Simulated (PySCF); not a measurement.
# C5H11O4P: the cost of one run

Programs: PySCF 2.14.0, with routines of our own; each step states its level. All values are computed. Atoms count from 0.

## (1) The system as given

21 atoms, charge 0, multiplicity 1; geometry from: GFN2-xTB.

## (2) Vibronic structure: TDDFT BHandHLYP/def2-SV(P)

The job: settings as JSON, then the geometry in Å.

```
{"job": {"kind": "vib", "xc": "BHandHLYP", "basis": "def2-SV(P)", "tda": false}, "charge": 0, "multiplicity": 1}
C      3.375089     0.168640     0.049915
C      1.875269    -0.000162     0.252193
C      1.210746    -0.628378    -0.965294
O     -0.190653    -0.763630    -0.771183
P     -1.060802     0.584257    -0.814486
O     -0.524155     1.640135    -1.650531
O     -2.529064     0.019565    -1.131348
C     -3.104274    -0.491627     0.050260
C     -2.514155     0.330213     1.219931
O     -1.350110     0.959980     0.738266
H      3.849070    -0.794837    -0.124882
H      3.826379     0.620843     0.929127
H      3.570097     0.809266    -0.806183
H      1.680569    -0.625237     1.126307
H      1.402530     0.971448     0.418780
H      1.389797    -0.006247    -1.847422
H      1.581107    -1.640798    -1.147295
H     -4.187723    -0.384318    -0.029154
H     -2.842511    -1.548411     0.157461
H     -3.207731     1.109231     1.551415
H     -2.258396    -0.312990     2.066033
```

Method: TDDFT BHandHLYP/def2-SV(P) vertical-gradient vibronic structure (displaced harmonic oscillators, Condon), gas phase.

The run is started by

```sh
> OMP_NUM_THREADS=1 python excited_run.py task.json out
```

The driver reads the jobs from task.json and runs them one after another.

Q: Estimate the wall time and peak memory of this first job on 1 thread of Arm Neoverse V1, shared host.

About 79 s, with a peak of 1.1 GiB.
